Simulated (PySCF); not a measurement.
**NaSr+: from the state search to spectroscopic constants**

One table from this session's results is given with a row withheld; the runs are named, their logs left out.

Program: PySCF 2.14.0. Level of theory: Na def2-SVP, Sr def2-SVP with ECP28, scalar-relativistic core potentials. These are calculated values, not measurements.

Set-up of the first run:

A driver script around PySCF takes these settings:

| Property | Result |
| --- | --- |
| atoms | Na, Sr |
| charge | 1 |
| basis | Na def2-SVP, Sr def2-SVP with ECP28 |
| Hamiltonian | scalar-relativistic core potentials |
| basis functions | 38 |
| electrons treated | 20 |
| masses in u | 22.9898, 87.9056 |
| levels | PBE0, PBE, r²SCAN, B3LYP, MN15, PW91, HF, MP2, SCS-MP2, CCSD, CCSD(T) |
| grid | 80 radial by 434 angular points |
| occupations | held fixed by the projection of orbital angular momentum |
| dissociation limit | Na+ + Sr, each in its ground configuration |
| starting distance in angstrom | 3.385 |
| values of 2S to try | 0, 2 |

Started as:

```sh
$ OMP_NUM_THREADS=1 python dia.py task.json out
```

Among the steps run: Input; PBE0 along the bond; Other states along the same grid; PBE (GGA); r²SCAN; B3LYP; MN15 (hybrid meta-GGA); PW91; RHF; Adding correlation.

One table of the session follows, with a row left open; its other results are not shown here.

Energy (eV) from each level's lowest point:

| R (Å) | RHF | RHF-MP2 | RHF-SCS-MP2 | RHF-CCSD | RHF-CCSD(T) |
| --- | --- | --- | --- | --- | --- |
| 3.178 | 0.295 | 0.202 | 0.209 | n/a | n/a |
| 3.325 | 0.162 | 0.097 | 0.101 | 0.099 | 0.099 |
| 3.473 | 0.075 | 0.035 | 0.037 | 0.036 | 0.036 |
| 3.584 | 0.035 | 0.010 | 0.011 | 0.011 | 0.011 |
| 3.695 | 0.010 | 0.000 | 0.000 | 0.000 | 0.000 |
| 3.806 | 0.000 | 0.001 | 0.000 | 0.001 | 0.001 |
| 3.954 | 0.003 | 0.016 | 0.014 | 0.016 | 0.015 |
| 4.138 | ? | ? | ? | ? | ? |
| 4.360 | 0.075 | 0.104 | 0.101 | 0.106 | 0.105 |
| 4.656 | 0.157 | 0.187 | 0.184 | n/a | n/a |

**Question.** Estimate the row for R (Å) = 4.138.

Worked estimate for «RHF». A straight line through the neighbours (3.954, 0.003) and (4.360, 0.075) gives 0.003 + (0.075 − 0.003) × (4.138 − 3.954) / (4.360 − 3.954) = 0.036; a parabola fitted to 4 rows on both sides gives 0.029.

As computed: RHF: 0.027; RHF-MP2: 0.050; RHF-SCS-MP2: 0.048; RHF-CCSD: 0.050; RHF-CCSD(T): 0.050. In «RHF» the line misses by +0.009 and the parabola by +0.002.

State 2 has its PBE0 minimum 0.93 eV higher. State 3 has its PBE0 minimum 1.64 eV higher. The other levels ran on the lowest alone.
